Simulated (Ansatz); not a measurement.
# Ge3Te2S: the cost of one run

Computed with Ansatz 0.2.0 (DFT PBE, scalar-relativistic, plane waves, PAW, unless a step's input says otherwise).

**1. Starting point**

Symmetry: P6/mmm, No. 191, hexagonal system. Conventional cell: a = 4.421 Å, b = 4.421 Å, c = 8.846 Å, α = 90.00°, β = 90.00°, γ = 120.00°. Ge (site symmetry -6m2) is surrounded by 3 S at 2.55 Å and 3 Ge at 2.55 Å. Ge (site symmetry 6/mmm) is surrounded by 6 Te at 2.55 Å. Around Te (site symmetry -6m2) lie 3 Ge at 2.55 Å and 3 Te at 2.55 Å. S (site symmetry 6/mmm) has 6 Ge at 2.55 Å as nearest neighbours.

Structure file:

```
Ge Te S
1.0
     4.42139    0.00000    0.00000
    -2.21070    3.82904    0.00000
     0.00000    0.00000    8.84643
Ge Te S
3 2 1
Direct
  0.33333 0.66667 0.00000
  0.66667 0.33333 0.00000
  0.00000 0.00000 0.50000
  0.33333 0.66667 0.50000
  0.66667 0.33333 0.50000
  0.00000 0.00000 0.00000
```

Recipe of the guess: random cell by space group and Wyckoff sites (P6/mmm, No. 191). Its size is a rough estimate.

**2. A first look at the guess**

input.yaml reads:

```yaml
crystal:
  lattice:
    - [4.42139214, 0.0, 0.0]
    - [-2.21069607, 3.82903792, 0.0]
    - [0.0, 0.0, 8.84642938]
  atoms:
    - { symbol: Ge, position: [0.33333333, 0.66666667, 0.0] }
    - { symbol: Ge, position: [0.66666667, 0.33333333, 0.0] }
    - { symbol: Ge, position: [0.0, 0.0, 0.5] }
    - { symbol: Te, position: [0.33333333, 0.66666667, 0.5] }
    - { symbol: Te, position: [0.66666667, 0.33333333, 0.5] }
    - { symbol: S, position: [0.0, 0.0, 0.0] }
basis:
  ecutwfc: 420
kpoints:
  mp_grid: { grid: [6, 6, 2] }
hamiltonian:
  xc: pbe
scf:
  occupations: { method: gaussian, width: 0.1 }
  lower_state_search: "off"
output:
  forces: true
  stress: true
  eigenvalues: true
```

The run is started by

```sh
ansatz run input.yaml --threads 1 --pin off --max-ram 2560MiB --backend cpu --events-out ev --progress --plain --runs-dir out
```

**Question.** How long does this run take on 1 thread of Intel Xeon at 2.70GHz, shared host, and how much memory does it need?

About 7.4 s, with a peak of 0.46 GiB.
